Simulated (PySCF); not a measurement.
# CH10BPSi: the cost of one run

Computed with PySCF 2.14.0, with density-fitted response routines of our own, on a single molecule in the gas phase. Atoms count from 0, in the outputs and in this text.

### Step 1. The molecule as given

14 atoms, charge 0, multiplicity 1; geometry from: GFN2-xTB. The atoms were then displaced at random by about 0.01 Å, so the start is not that level's minimum.

Bonds of the start (Å): Si0–C1 1.92, C1–B2 1.63, B2–P3 1.88, Si0–H4 1.48, Si0–H5 1.43, Si0–H6 1.47, C1–H7 1.10, C1–H8 1.07, B2–H9 1.20, B2–H10 1.21, P3–H11 1.38, P3–H12 1.45, P3–H13 1.39.

### Step 2. Optimising the geometry at PBE0-D3(BJ)/def2-SVP

Job settings and geometry (Å):

```
{"job": {"xc": "PBE0", "basis": "def2-SVP", "d3": "d3bj", "grid": 1, "shake": 0.01, "kind": "geom"}, "charge": 0, "multiplicity": 1}
Si     2.345940    -0.396450    -0.125350
C      0.485620    -0.049570    -0.474420
B     -0.489910    -0.357620     0.800780
P     -2.166750     0.090620     0.066150
H      3.092960    -0.067710    -1.354630
H      2.543400    -1.773030     0.212930
H      2.819680     0.480410     0.959210
H      0.408410     1.003290    -0.799420
H      0.199690    -0.647370    -1.317610
H     -0.538850    -1.505590     1.131630
H     -0.327710     0.370700     1.748530
H     -2.326170     1.365820    -0.441570
H     -3.479870     0.043770     0.667590
H     -2.573610    -0.577320    -1.081570
```

Launch:

```bash
$ OMP_NUM_THREADS=1 python probes_run.py task.json out
```

This one command runs all jobs of the session in turn.

**Question.** How long does this first job take on 1 thread of Arm Neoverse V2, shared host, and how much memory does it need?

About 32 s, with a peak of 0.47 GiB.
